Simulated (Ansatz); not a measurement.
# Ga2H6OSi: one species, many methods

Aim: compute Ga2H6OSi with functionals from several rungs and with coupled cluster, and see how far each lands from CCSD(T) at the basis-set limit for the atomisation energy.

The runs use Ansatz 0.2.0, Gaussian basis; functionals in def2-TZVPP, the program's frozen cores in correlated methods.

The runs, in order: LDA (SPW92), PBE-D4, revPBE-D4, BLYP-D4, r2SCAN-D4, B97M-V, PBE0-D4, B3LYP-D4, r2SCANh-D4, r2SCAN0-D4, HSE06-D4, BHLYP-D4, CAM-B3LYP-D4, LC-ωPBE, ωB97X-V, ωB97M-V, B2PLYP, PBE-QIDH; CCSD(T)/def2-SVP; CCSD(T)/def2-TZVPP; MP2/def2-QZVPP; extrapolation to the limit; RPA on PBE.

**1. The relaxed structure**

All runs share one geometry, relaxed beforehand with PBE0-D4 in a triple-zeta def2 set.

10 atoms, charge 0, spin multiplicity 1.

Atoms are counted from 1 here; the program's logs count them from 0.

Bond lengths: O1–Ga2 1.803 Å, O1–H5 0.960 Å, Ga2–Si3 2.431 Å, Ga2–Ga4 2.471 Å, Si3–H6 1.491 Å, Si3–H7 1.491 Å, Si3–H8 1.491 Å, Ga4–H9 1.576 Å, Ga4–H10 1.576 Å. Angles: Ga2–O1–H5 114.2°, O1–Ga2–Si3 115.6°, O1–Ga2–Ga4 111.3°, Si3–Ga2–Ga4 133.1°, Ga2–Si3–H6 110.5°, Ga2–Si3–H7 110.6°, Ga2–Si3–H8 112.5°, H6–Si3–H7 107.3°, H6–Si3–H8 107.9°, H7–Si3–H8 107.9°, Ga2–Ga4–H9 121.5°, Ga2–Ga4–H10 121.6°, H9–Ga4–H10 116.9°.

**2. LDA**

This LDA is Slater exchange with PW92 correlation.

File in.yaml:

```yaml
crystal:
  periodic: [false, false, false]
  atoms:
    - {symbol: O, position_ang: [-1.526127, 1.644266, 0.075618]}
    - {symbol: Ga, position_ang: [-0.462460, 0.188462, 0.048341]}
    - {symbol: Si, position_ang: [1.901335, 0.623274, -0.317472]}
    - {symbol: Ga, position_ang: [-1.764183, -1.881366, 0.402696]}
    - {symbol: H, position_ang: [-1.060718, 2.473102, -0.056283]}
    - {symbol: H, position_ang: [2.709804, 0.116357, 0.827959]}
    - {symbol: H, position_ang: [2.379360, -0.079604, -1.542335]}
    - {symbol: H, position_ang: [2.195714, 2.076027, -0.478667]}
    - {symbol: H, position_ang: [-1.991110, -2.475823, 1.844312]}
    - {symbol: H, position_ang: [-2.381614, -2.684695, -0.804170]}
basis:
  gaussian: {orbitals: def2-TZVPP}
hamiltonian: {xc: lda}
output: {orbitals: {seedname: orbitals}}
```

On the command line:

```console
$ ansatz run in.yaml --threads 4 --pin off --events-out ev --progress --plain --max-ram 10444MiB
```

Further steps of the session: PBE-D4 (GGA); revPBE-D4 (GGA); BLYP-D4 (GGA); r2SCAN-D4 (meta-GGA); B97M-V (meta-GGA); PBE0-D4 (hybrid); B3LYP-D4 (hybrid); r2SCANh-D4 (hybrid); r2SCAN0-D4 (hybrid); HSE06-D4 (hybrid); BHLYP-D4 (hybrid); CAM-B3LYP-D4 (range-separated); LC-ωPBE (range-separated); ωB97X-V (range-separated); ωB97M-V (range-separated); B2PLYP (double hybrid); PBE-QIDH (double hybrid); CCSD(T) in def2-SVP; CCSD(T) in def2-TZVPP; MP2 in def2-QZVPP; RPA on PBE orbitals.

Before running them: what should the planned runs give, taken together? Wanted: atomisation energy, CCSD(T)/CBS; farthest beyond LDA; mean size of error, GGA; mean size of error, meta-GGA; mean size of error, hybrid; mean size of error, range-separated; mean size of error, double hybrid; gap, smallest and largest; T1 diagnostic.

As calculated:

| quantity | value |
| --- | --- |
| atomisation energy, CCSD(T)/CBS | 2715.9 kJ/mol |
| functionals within 27.2 kJ/mol (1.0 %) | r2SCAN-D4, B97M-V, r2SCANh-D4, CAM-B3LYP-D4, ωB97X-V |
| farthest beyond LDA | revPBE-D4 (-98.3 kJ/mol) |
| mean size of error, GGA | 70.0 kJ/mol |
| mean size of error, meta-GGA | 6.0 kJ/mol |
| mean size of error, hybrid | 58.6 kJ/mol |
| mean size of error, range-separated | 25.6 kJ/mol |
| mean size of error, double hybrid | 59.6 kJ/mol |
| gap, smallest and largest | 2.76 eV (LDA (SPW92)), 9.16 eV (LC-ωPBE) |
| T1 diagnostic | 0.0150 |
| triples share of the correlation energy | 3.7 % |

**Reading.** LDA overbinds by 324.6 kJ/mol (12 %). PBE-D4 is off by -39.3 kJ/mol. Double hybrids carry the basis error of their MP2 part in triple zeta, and no dispersion term here, so their miss is partly the set-up's. The rungs meta-GGA, range-separated miss on average by less than the doubt on the reference (27.2 kJ/mol), so they tie. Misses under about 27.2 kJ/mol are within the doubt on the reference itself, which lacks core-valence correlation, relativity and higher excitations, and its outer-core shells are covered unevenly. Hartree-Fock recovers 71 % of the binding; the rest is correlation. CCSD(T) in def2-SVP is off by -194.9 kJ/mol, which most functionals beat. The gap grows from 2.8 to 9.2 eV across the functionals, mostly with the share of exact exchange. Correlated methods include outer-core shells of Ga, which these sets cover unevenly.
